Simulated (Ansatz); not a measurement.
# CH₄BNO: how energies converge with the basis set

The task here is to estimate one member of a computed series from the others.

Computed with Ansatz 0.2.0, Gaussian basis. Level: one geometry, several basis sets.

The runs, in order: PBE0-D4/def2-SVP; ωB97M-V/def2-SVP; PBE0-D4/def2-QZVPP; ωB97M-V/def2-QZVPP; the functionals' def2-TZVPP values are taken from earlier runs.

1 further run of the same task is left out (it didn't finish).

### The geometry

All runs share one geometry, relaxed beforehand with PBE0-D4 in a triple-zeta def2 set.

8 atoms, charge 0, spin multiplicity 1.

Atoms are counted from 1 here; the program's logs count them from 0.

Bond lengths: B1–O2 1.362 Å, B1–H5 1.193 Å, B1–H6 1.194 Å, O2–C3 1.355 Å, C3–N4 1.252 Å, C3–H7 1.092 Å, N4–H8 1.016 Å. Angles: O2–B1–H5 120.2°, O2–B1–H6 115.5°, H5–B1–H6 124.2°, B1–O2–C3 123.2°, O2–C3–N4 121.9°, O2–C3–H7 110.8°, N4–C3–H7 127.3°, C3–N4–H8 110.5°.

Set-up of the first run:

The input, in.yaml:

```yaml
crystal:
  periodic: [false, false, false]
  atoms:
    - {symbol: B, position_ang: [-0.631967, 1.325189, -0.214735]}
    - {symbol: O, position_ang: [0.422099, 0.701885, 0.380830]}
    - {symbol: C, position_ang: [0.686843, -0.618548, 0.227075]}
    - {symbol: N, position_ang: [-0.224787, -1.476502, 0.199817]}
    - {symbol: H, position_ang: [-1.264403, 0.763421, -1.056079]}
    - {symbol: H, position_ang: [-0.825456, 2.451235, 0.130450]}
    - {symbol: H, position_ang: [1.763545, -0.795069, 0.178913]}
    - {symbol: H, position_ang: [0.166224, -2.408811, 0.098029]}
basis:
  gaussian: {orbitals: def2-SVP}
hamiltonian: {xc: pbe0, dispersion: d4}
output: {orbitals: {seedname: orbitals}}
```

On the command line:

```console
$ ansatz run in.yaml --threads 2 --pin off --events-out ev --progress --plain --max-ram 4352MiB
```

Among the steps run: PBE0-D4 in def2-SVP; ωB97M-V in def2-SVP; PBE0-D4 in def2-QZVPP; ωB97M-V in def2-QZVPP.

One of the session's tables, all rows but one given; the rest of the session is left out.

| functional | basis | HOMO (eV) |
| --- | --- | --- |
| PBE0-D4 | def2-SVP | -8.34 |
| PBE0-D4 | def2-TZVPP | -8.51 |
| PBE0-D4 | def2-QZVPP | -8.55 |
| ωB97M-V | def2-SVP | -10.76 |
| ωB97M-V | def2-TZVPP | -10.95 |
| ωB97M-V | def2-QZVPP | ? |

**Question.** Estimate the row for ωB97M-V, def2-QZVPP.

**Answer.** HOMO (eV): -10.99. In the column «HOMO (eV)» it is the lowest.
